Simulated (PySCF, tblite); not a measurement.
# B30N30H12: electronic excitations, NMR shifts, part 1 of 2

Aim: compute the electronic excitations, NMR shifts of B30N30H12.

Programs: tblite 0.8.0 and PySCF 2.14.0, with routines of our own; each step states its level. All values are computed. Atoms count from 0.

## Step 1: The system as given

72 atoms, charge 0, multiplicity 1; geometry from: force field, distance geometry or constructed start.

## Step 2: Geometry optimisation with GFN2-xTB

The job: settings as JSON, then the geometry in Å.

```
{"job": {"kind": "relax", "xc": "GFN2-xTB", "basis": "xTB"}, "charge": 0, "multiplicity": 1}
N      1.656700     1.315500     4.784900
B      2.056600     0.472700    -3.979500
N      1.322500     1.649500    -4.245300
B      1.902800     0.921100    -1.515300
N      0.915700     1.902300    -1.779400
B      1.648500     1.316800     0.951800
N      0.470200     2.061500     0.677400
B      1.320700     1.654500     3.419400
N      0.002700     2.110700     3.143800
B      0.913900     1.902700    -5.613300
N     -0.472200     2.058600    -5.890700
B      0.467600     2.057800    -3.151400
N     -0.920100     1.904200    -3.420100
B      0.002200     2.112200    -0.690600
N     -1.319500     1.656900    -0.961400
B     -0.472000     2.060400     1.781900
N     -1.651400     1.319200     1.502800
B     -0.917800     1.900100     4.238100
N     -1.904100     0.918500     3.967900
B     -1.314500     1.652700    -4.791000
N     -2.062100     0.473900    -5.066000
B     -1.652700     1.318800    -2.330400
N     -2.109400     0.004600    -2.597400
B     -1.907700     0.912400     0.131800
N     -2.059300    -0.467500    -0.139600
B     -2.065900     0.469200     2.599300
N     -1.902800    -0.914400     2.322300
N     -1.652400    -1.316700     4.787700
B     -2.059200    -0.469700    -3.974600
N     -1.316200    -1.651400    -4.242900
B     -1.899900    -0.916100    -1.510200
N     -0.918600    -1.902200    -1.782600
B     -1.652800    -1.317200     0.952500
N     -0.468000    -2.061100     0.684400
B     -1.316100    -1.650000     3.414600
N      0.000500    -2.110600     3.141300
B     -0.917500    -1.903400    -5.619000
N      0.471000    -2.057300    -5.891200
B     -0.469000    -2.063700    -3.151500
N      0.911900    -1.900100    -3.423900
B     -0.000100    -2.115100    -0.684100
N      1.323200    -1.657400    -0.957900
B      0.475000    -2.058800     1.772000
N      1.654400    -1.317800     1.500100
B      0.913000    -1.901800     4.241500
N      1.901600    -0.915100     3.962000
B      1.319700    -1.651700    -4.794300
N      2.059500    -0.467500    -5.065200
B      1.653400    -1.316900    -2.330000
N      2.114700     0.000700    -2.602000
B      1.902600    -0.924000     0.136400
N      2.066400     0.471400    -0.140800
B      2.059400    -0.470500     2.596900
N      1.900100     0.915100     2.320000
B      2.113500    -0.000900     5.061800
B      0.916200     1.906500     5.882000
N     -0.463500     2.054100     5.605800
B     -2.110100     0.007600     5.059600
B     -0.916600    -1.904200     5.885400
N      0.469200    -2.057800     5.606700
H      1.707200     1.977100    -6.469300
H     -0.833300     2.430700    -6.790000
H     -2.551800     0.301200    -5.966100
H     -1.711200    -1.972700    -6.469700
H      0.842900    -2.427700    -6.786100
H      2.548600    -0.298700    -5.965600
H      2.614200    -0.306600     6.071000
H      1.414700     2.217100     6.899200
H     -1.148100     2.274600     6.363500
H     -2.614500     0.306300     6.078100
H     -1.413200    -2.222800     6.896600
H      1.142300    -2.283600     6.371100
```

The run is started by

```sh
> OMP_NUM_THREADS=8 python large_run.py task.json out
```

This one command runs all jobs of the session in turn.

Output:

```text
step      E/eV     max force
  0   -3624.54541    2.483
  1   -3625.80837    1.789
  2   -3626.76411    1.073
  3   -3626.93134    0.754
  4   -3627.03436    0.409
  5   -3627.14143    0.410
  6   -3627.21126    0.390
  7   -3627.24875    0.234
  8   -3627.27038    0.238
  9   -3627.29669    0.249
 10   -3627.32319    0.245
 11   -3627.34101    0.224
 12   -3627.35074    0.190
 13   -3627.35842    0.138
 14   -3627.36611    0.116
 15   -3627.37298    0.123
 16   -3627.37821    0.109
 17   -3627.38247    0.099
 18   -3627.38697    0.097
 19   -3627.39177    0.094
 20   -3627.39600    0.083
 21   -3627.39947    0.080
 22   -3627.40275    0.093
 23   -3627.40624    0.105
 24   -3627.40969    0.090
 25   -3627.41266    0.071
 26   -3627.41528    0.075
 27   -3627.41797    0.090
 28   -3627.42070    0.087
 29   -3627.42281    0.059
 30   -3627.42409    0.057
 31   -3627.42493    0.046
 32   -3627.42564    0.036
 33   -3627.42624    0.026
 34   -3627.42671    0.027
 35   -3627.42711    0.025
 36   -3627.42752    0.026
 37   -3627.42792    0.022
 38   -3627.42825    0.023
 39   -3627.42855    0.024
 40   -3627.42887    0.025
 41   -3627.42924    0.026
 42   -3627.42961    0.024
 43   -3627.42990    0.020
```

It took 3 s on 8 threads of Arm Neoverse V2, shared host; peak memory 0.13 GiB.

Along the way:

| step | energy from step 0 (eV) | largest force (eV/Å) |
| --- | --- | --- |
| 0 | 0.0000 | 2.4825 |
| 1 | -1.2630 | 1.7888 |
| 2 | -2.2187 | 1.0732 |
| 3 | -2.3859 | 0.7546 |
| 4 | -2.4889 | 0.4086 |
| 5 | -2.5960 | 0.4096 |
| 6 | -2.6658 | 0.3899 |
| 7 | -2.7033 | 0.2342 |
| 8 | -2.7250 | 0.2373 |
| 10 | -2.7778 | 0.2447 |
| 13 | -2.8130 | 0.1383 |
| 16 | -2.8328 | 0.1092 |
| 19 | -2.8464 | 0.0941 |
| 22 | -2.8573 | 0.0932 |
| 24 | -2.8643 | 0.0905 |
| 27 | -2.8726 | 0.0897 |
| 30 | -2.8787 | 0.0567 |
| 33 | -2.8808 | 0.0260 |
| 36 | -2.8821 | 0.0260 |
| 39 | -2.8831 | 0.0240 |
| 40 | -2.8835 | 0.0245 |
| 41 | -2.8838 | 0.0252 |
| 42 | -2.8842 | 0.0244 |
| 43 | -2.8845 | 0.0195 |

Close pairs (by a distance rule), those that changed most:

| bond | before (Å) | after (Å) | change (Å) |
| --- | --- | --- | --- |
| N56–H68 | 1.045 | 1.007 | -0.038 |
| N59–H71 | 1.043 | 1.007 | -0.036 |
| N20–H62 | 1.039 | 1.009 | -0.030 |
| N10–H61 | 1.038 | 1.008 | -0.030 |
| N47–H65 | 1.038 | 1.009 | -0.030 |
| N37–H64 | 1.037 | 1.008 | -0.029 |
| N18–B57 | 1.437 | 1.464 | +0.028 |
| B23–N24 | 1.414 | 1.441 | +0.027 |

The end geometry stands in the next job.

## Step 3: Electronic excitations: TDDFT PBE0/6-31G*

The job: settings as JSON, then the geometry in Å.

```
{"job": {"kind": "uv", "basis": "6-31G*", "grid": 1, "kgrid": 0, "vcut": 1.5, "nstates": 6, "ntriplets": 2, "tda": false, "delta": [], "pop": true, "xc": "PBE0"}, "charge": 0, "multiplicity": 1}
N      1.640041     1.290338     4.765596
B      2.107276     0.473494    -3.945468
N      1.446189     1.720626    -4.219259
B      1.924772     0.902575    -1.488754
N      0.979855     1.952263    -1.762738
B      1.640914     1.285428     0.955572
N      0.482315     2.094615     0.677852
B      1.244260     1.564962     3.400373
N     -0.042641     2.125485     3.115051
B      0.997513     2.066704    -5.553957
N     -0.387139     2.089059    -5.803535
B      0.517210     1.994894    -3.130264
N     -0.886763     1.898279    -3.409058
B      0.012858     2.062841    -0.687384
N     -1.351683     1.696275    -0.964816
B     -0.489494     2.012256     1.750737
N     -1.754678     1.381024     1.480186
B     -0.974300     1.873307     4.200185
N     -2.061730     0.969972     3.943185
B     -1.250861     1.569253    -4.762961
N     -2.205007     0.535498    -4.992928
B     -1.616828     1.279044    -2.318650
N     -2.228231     0.002988    -2.584853
B     -1.912679     0.914708     0.125656
N     -2.169305    -0.479919    -0.132233
B     -2.085918     0.483122     2.579115
N     -1.963772    -0.927263     2.315005
N     -1.639253    -1.291007     4.765333
B     -2.107384    -0.471988    -3.945539
N     -1.446254    -1.719048    -4.219627
B     -1.924664    -0.901713    -1.488869
N     -0.979683    -1.951356    -1.763176
B     -1.640630    -1.285413     0.955420
N     -0.481967    -2.094380     0.677330
B     -1.243583    -1.565331     3.400066
N      0.043261    -2.125731     3.114560
B     -0.997627    -2.065190    -5.554348
N      0.387057    -2.087465    -5.804070
B     -0.517048    -1.993484    -3.130753
N      0.886945    -1.896938    -3.409549
B     -0.012578    -2.062070    -0.687941
N      1.351996    -1.695635    -0.965372
B      0.489883    -2.012241     1.750237
N      1.755216    -1.381173     1.479706
B      0.975031    -1.873841     4.199633
N      2.062334    -0.970431     3.942836
B      1.250803    -1.567695    -4.763448
N      2.204753    -0.533737    -4.993165
B      1.617010    -1.277942    -2.319049
N      2.228146    -0.001781    -2.584948
B      1.913059    -0.914315     0.125254
N      2.169531     0.480341    -0.132343
B      2.086525    -0.483432     2.578823
N      1.964272     0.927004     2.315054
B      2.222745     0.020261     5.008920
B      0.860722     1.910278     5.823957
N     -0.479390     2.205125     5.520805
B     -2.222034    -0.021053     5.009092
B     -0.859844    -1.911193     5.823510
N      0.480234    -2.206050     5.520181
H      1.763113     2.256604    -6.425115
H     -0.732569     2.205788    -6.743402
H     -2.337058     0.216835    -5.941065
H     -1.763517    -2.255094    -6.425352
H      0.732403    -2.203832    -6.744043
H      2.336986    -0.214978    -5.941248
H      2.640611    -0.273901     6.062555
H      1.292369     2.059584     6.900665
H     -1.126490     2.430294     6.258826
H     -2.639882     0.273175     6.062748
H     -1.291381    -2.060731     6.900330
H      1.127426    -2.431028     6.258199
```

With the program's defaults for keys left out, this is: TDDFT PBE0/6-31G*, vertical, gas phase, core orbitals frozen in the response, virtual orbitals cut by energy.

Output:

```text
start: PBE on a coarse grid of 64774 points
cycle   1  E = -2394.7830570669  dE =  1.292e+01  |g| = 2.005e+00  |ddm| = 1.053e+01
cycle   2  E = -2393.2256233165  dE =  1.557e+00  |g| = 3.271e+00  |ddm| = 4.999e+00
cycle   3  E = -2395.6686273694  dE = -2.443e+00  |g| = 2.360e-01  |ddm| = 3.307e+00
cycle   4  E = -2395.6785278562  dE = -9.900e-03  |g| = 1.498e-01  |ddm| = 3.745e-01
cycle   5  E = -2395.6835615978  dE = -5.034e-03  |g| = 3.994e-02  |ddm| = 1.681e-01
cycle   6  E = -2395.6839188494  dE = -3.573e-04  |g| = 1.461e-02  |ddm| = 5.541e-02
cycle   7  E = -2395.6839730109  dE = -5.416e-05  |g| = 3.710e-03  |ddm| = 1.707e-02
final grid: 288811 points
cycle   8  E = -2395.4587875943  dE = -4.132e-02  |g| = 5.696e-02  |ddm| = 9.449e-01
cycle   9  E = -2395.4591644406  dE = -3.768e-04  |g| = 4.600e-02  |ddm| = 1.087e-01
cycle  10  E = -2395.4596135304  dE = -4.491e-04  |g| = 1.390e-02  |ddm| = 6.155e-02
cycle  11  E = -2395.4596496418  dE = -3.611e-05  |g| = 4.190e-03  |ddm| = 1.695e-02
cycle  12  E = -2395.4596550825  dE = -5.441e-06  |g| = 1.338e-03  |ddm| = 5.211e-03
cycle  13  E = -2395.4596547631  dE =  3.194e-07  |g| = 3.451e-04  |ddm| = 1.690e-03
cycle  14  E = -2395.4596537009  dE =  1.062e-06  |g| = 1.031e-04  |ddm| = 4.328e-04
cycle  15  E = -2395.4596586715  dE = -4.971e-06  |g| = 3.510e-05  |ddm| = 1.597e-04
converged SCF energy = -2395.4596586715

Static polarisability (au): isotropic 421.144, principal 327.976 344.437 591.019

Singlet excitations
state   eV       nm        f      main configurations
  1   4.7757    259.6   0.00122   H->L 0.70, H-2->L 0.14, H-1->L 0.09
  2   4.8450    255.9   0.00017   H-1->L 0.77, H-3->L 0.08
  3   5.0547    245.3   0.00022   H-2->L 0.68, H->L 0.12, H-3->L 0.09
  4   5.0742    244.3   0.00031   H-3->L 0.71, H-2->L 0.09, H-1->L+2 0.08
  5   5.3929    229.9   0.02087   H-4->L 0.21, H-5->L 0.19, H->L+3 0.15
  6   5.4216    228.7   0.00272   H-4->L 0.31, H-5->L 0.19, H-1->L+1 0.09

Triplet excitations (Tamm-Dancoff, eV): 4.6588 4.7256
```

Run time: 3.3 min. Hardware: 8 threads of Arm Neoverse V2, shared host; peak memory 6.9 GiB.

The orbitals next to the gap, with their largest atomic shares:

| orbital | eV | atoms |
| --- | --- | --- |
| HOMO−4 | -7.33 | N20 12 %, N47 12 %, N49 8 % |
| HOMO−3 | -7.05 | N8 7 %, N35 7 %, N18 7 % |
| HOMO−2 | -6.94 | N33 8 %, N6 8 %, N16 6 % |
| HOMO−1 | -6.76 | N31 10 %, N4 10 %, N22 8 % |
| HOMO | -6.55 | N29 13 %, N2 13 %, N47 11 % |
| LUMO | -0.98 | B7 5 %, B34 5 %, B57 5 % |
| LUMO+1 | -0.25 | B7 7 %, B34 7 %, B54 7 % |
| LUMO+2 | -0.20 | B57 8 %, B54 8 %, B1 4 % |
| LUMO+3 | -0.18 | B54 10 %, B57 10 %, B52 8 % |

With each of the 6 states as a Gaussian band of 0.4 eV half-width at 1/e, the curve within the window shown has maxima at 230 nm (ε 970) L/(mol cm). Beyond the last state computed it falls off for lack of states. The curve at chosen wavelengths:

| nm | ε (L/mol/cm) |
| --- | --- |
| 217 | 495 |
| 220 | 655 |
| 223 | 801 |
| 227 | 934 |
| 230 | 971 |
| 233 | 950 |
| 236 | 881 |
| 239 | 779 |
| 243 | 620 |
| 246 | 502 |
| 249 | 397 |
| 252 | 309 |
| 255 | 238 |
| 259 | 168 |
| 262 | 130 |
| 265 | 102 |
| 268 | 80 |
| 271 | 63 |
| 275 | 46 |
| 278 | 36 |
| 281 | 28 |
| 284 | 22 |
| 287 | 17 |
| 291 | 11 |
| 294 | 8 |
| 297 | 6 |

Ground-state properties from the same run:

| property | computed |
| --- | --- |
| dipole moment (D) | 2.75 |
| polarisability (Å³) | 62.41 |
| HOMO–LUMO gap (eV) | 5.57 |
| −ε(HOMO) (eV) | 6.55 |

(Continued in part 2 of 2.)
